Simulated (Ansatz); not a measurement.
**GeH₅O+: single points off equilibrium**

A test off equilibrium: a structure displaced at random from a GFN2-xTB minimum is computed at several levels, and each is set against CCSD(T).

The runs use Ansatz 0.2.0, Gaussian basis; single points in def2-TZVPP.

Correlated methods freeze the cores. Filled d shells of the heavier atoms are correlated.

## Step 1: The starting structure

SMILES `[OH2+][GeH3]`, 7 atoms, charge 1, spin multiplicity 1.

Atoms are counted from 1 here; the program's logs count them from 0.

Bond lengths: O1–Ge2 2.042 Å, O1–H3 0.984 Å, O1–H4 1.096 Å, Ge2–H5 1.427 Å, Ge2–H6 1.570 Å, Ge2–H7 1.674 Å. Angles: Ge2–O1–H3 126.4°, Ge2–O1–H4 121.7°, H3–O1–H4 104.7°, O1–Ge2–H5 94.3°, O1–Ge2–H6 106.1°, O1–Ge2–H7 94.8°, H5–Ge2–H6 119.2°, H5–Ge2–H7 119.6°, H6–Ge2–H7 114.9°.

As a file:

```xyz
7

O    -0.0560   -1.1036    0.1247
Ge    0.0848    0.9286   -0.0147
H    -0.8853   -1.6333    0.1229
H     0.6471   -1.6888    0.7283
H    -0.7588    1.0158   -1.1622
H    -0.4264    1.4969    1.3571
H     1.7477    0.9411   -0.2075
```

## Step 2: CCSD(T)/def2-TZVPP

File run/in.yaml:

```yaml
crystal:
  periodic: [false, false, false]
  atoms:
    - {symbol: O, position_ang: [-0.056000, -1.103600, 0.124700]}
    - {symbol: Ge, position_ang: [0.084800, 0.928600, -0.014700]}
    - {symbol: H, position_ang: [-0.885300, -1.633300, 0.122900]}
    - {symbol: H, position_ang: [0.647100, -1.688800, 0.728300]}
    - {symbol: H, position_ang: [-0.758800, 1.015800, -1.162200]}
    - {symbol: H, position_ang: [-0.426400, 1.496900, 1.357100]}
    - {symbol: H, position_ang: [1.747700, 0.941100, -0.207500]}
basis:
  gaussian: {orbitals: def2-TZVPP}
total_charge: 1
correlation: {method: ccsd_t}
output: {forces: true}
```

No record of the launch command was kept for these runs.

## Step 3: PBE0-D4/def2-TZVPP

Edit run/in.yaml of step 2 so:

```diff
@@ -13,3 +13,3 @@
 total_charge: 1
-correlation: {method: ccsd_t}
-output: {forces: true}
+hamiltonian: {xc: pbe0, dispersion: d4}
+output: {forces: true, orbitals: {seedname: orbitals}}
```

## Step 4: wB97M-V/def2-TZVPP

Edit run/in.yaml of step 3 so:

```diff
@@ -13,3 +13,3 @@
 total_charge: 1
-hamiltonian: {xc: pbe0, dispersion: d4}
-output: {forces: true, orbitals: {seedname: orbitals}}
+hamiltonian: {xc: {name: wB97M-V}}
+output: {forces: true}
```

## Step 5: r2SCAN-D4/def2-TZVPP

Edit run/in.yaml of step 4 so:

```diff
@@ -13,3 +13,3 @@
 total_charge: 1
-hamiltonian: {xc: {name: wB97M-V}}
+hamiltonian: {xc: r2scan, dispersion: d4}
 output: {forces: true}
```

## Step 6: PBE-D4/def2-TZVPP

Edit run/in.yaml of step 5 so:

```diff
@@ -13,3 +13,3 @@
 total_charge: 1
-hamiltonian: {xc: r2scan, dispersion: d4}
+hamiltonian: {xc: pbe, dispersion: d4}
 output: {forces: true}
```

## Step 7: BLYP-D4/def2-TZVPP

Edit run/in.yaml of step 6 so:

```diff
@@ -13,3 +13,3 @@
 total_charge: 1
-hamiltonian: {xc: pbe, dispersion: d4}
+hamiltonian: {xc: {name: BLYP}, dispersion: d4}
 output: {forces: true}
```

## Step 8: r2SCANh-D4/def2-TZVPP

Edit run/in.yaml of step 7 so:

```diff
@@ -13,3 +13,3 @@
 total_charge: 1
-hamiltonian: {xc: {name: BLYP}, dispersion: d4}
+hamiltonian: {xc: {name: r2SCANh}, dispersion: d4}
 output: {forces: true}
```

(Steps that only read results are left out.)

Before running it: what results should come out? Wanted: energy less free atoms, CCSD(T)/def2-TZVPP; RMS force component; RMS force error; HOMO and LUMO, PBE0-D4; T1 diagnostic.

As calculated:

```
                                  quantity                                                                                              value
energy less free atoms, CCSD(T)/def2-TZVPP                                                                                         -12.285 eV
                       RMS force component                                                               1.525 to 1.665 eV/Å over the methods
                           RMS force error  PBE0-D4 0.070, wB97M-V 0.054, r2SCAN-D4 0.041, PBE-D4 0.206, BLYP-D4 0.238, r2SCANh-D4 0.037 eV/Å
                    HOMO and LUMO, PBE0-D4                                                                                -15.08 and -6.98 eV
                             T1 diagnostic                                                                                              0.010
```

In words: Against CCSD(T) the functionals' energies less atoms differ by -0.216 to +0.195 eV, PBE-D4 by -0.176 eV. The reference is not at the basis limit: in triple zeta CCSD(T) underbinds, which counts against methods that bind more; the gaps are no ranking. The forces of r2SCANh-D4 come nearest to CCSD(T), those of BLYP-D4 are farthest. Frozen-core CCSD(T) forces in triple zeta carry basis errors of their own, and this is one geometry, so small gaps rank nothing.
